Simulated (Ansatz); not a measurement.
# W: stress in a strained cell

Aim: deform W (equal xx and yy strain of +2 %) and compute stress, forces and field gradients with LAPW, PAW and all-electron datasets made for the crystal.

Program: Ansatz 0.2.0. Level of theory: DFT PBEsol, scalar-relativistic. These are calculated values, not measurements.

## (1) Starting point

Symmetry: Fm-3m, No. 225, cubic system. Conventional cell: a = 4.060 Å, b = 4.060 Å, c = 4.060 Å, α = 90.00°, β = 90.00°, γ = 90.00°. W (site symmetry m-3m) has 12 W at 2.87 Å as nearest neighbours.

As a file:

```
CELL_PARAMETERS angstrom
0.00000 2.03000 2.03000
2.03000 0.00000 2.03000
2.03000 2.03000 0.00000
ATOMIC_POSITIONS crystal
W 0.00000 0.00000 0.00000
```

## (2) The deformed structure

Space group Fm-3m before, I4/mmm after.

## (3) All-electron LAPW

Contents of input.yaml:

```yaml
crystal:
  lattice:
    - [0.0, 2.0706, 2.03]
    - [2.0706, 0.0, 2.03]
    - [2.0706, 2.0706, 0.0]
  atoms:
    - { symbol: W, position: [0.0, 0.0, 0.0] }
kpoints:
  mp_grid: { grid: [14, 14, 14] }
  band_path:
    path:
      - [0.0, 0.0, 0.0]
      - [0.0, 0.5, 0.5]
      - [0.25, 0.75, 0.5]
      - [0.0, 0.5, 0.0]
      - [0.0, 0.0, 0.0]
      - [0.5, 0.5, 0.0]
      - [0.38005, 0.61995, 0.0]
      - [-0.38005, 0.38005, 0.0]
      - [0.0, 0.0, 0.0]
    npoints: 5
scf:
  occupations: { method: fermi_dirac, width: 0.05 }
hamiltonian:
  xc: pbesol
  pseudopotentials: { kind: all_electron, lapw: { basis_error: 0.001 } }
output:
  forces: true
  stress: true
  eigenvalues: true
```

Launch:

```sh
> ansatz run input.yaml --threads 1 --pin off --max-ram 3072MiB --backend cpu --events-out ev --progress --plain --runs-dir out
```

## (4) PAW with frozen cores

Contents of input.yaml:

```yaml
crystal:
  lattice:
    - [0.0, 2.0706, 2.03]
    - [2.0706, 0.0, 2.03]
    - [2.0706, 2.0706, 0.0]
  atoms:
    - { symbol: W, position: [0.0, 0.0, 0.0] }
kpoints:
  mp_grid: { grid: [14, 14, 14] }
scf:
  occupations: { method: fermi_dirac, width: 0.05 }
hamiltonian:
  xc: pbesol
  pseudopotentials: { kind: paw }
output:
  forces: true
  stress: true
  eigenvalues: true
  efg: { contact_densities: true }
```

## (5) All-electron PAW on datasets made for the crystal

input.yaml, as its differences from that of step 4:

```diff
@@ -13,3 +13,3 @@
   xc: pbesol
-  pseudopotentials: { kind: paw }
+  pseudopotentials: { kind: all_electron, datasets: crystal }
 output:
```

(Steps that only read results are left out.)

Before running it: what results should come out? Wanted: pressure; largest shear or deviatoric stress.

As calculated:

```
                                 quantity                                                 value
                                 pressure  LAPW -21.57, PAW -21.70, crystal datasets -21.57 GPa
largest shear or deviatoric stress (LAPW)                                              4.04 GPa
```

The largest part of the stress beyond the pressure is 4.04 GPa in size, in the zz component. No run of the undeformed cell stands beside it, so the pressure holds what the given cell had before the change. PAW: stress within 0.13 GPa of LAPW. Crystal datasets: stress within 0.01 GPa of LAPW. Spin-orbit coupling is left out, though the cell holds W; in elements this heavy it can shift bands and gaps by tenths of an eV.
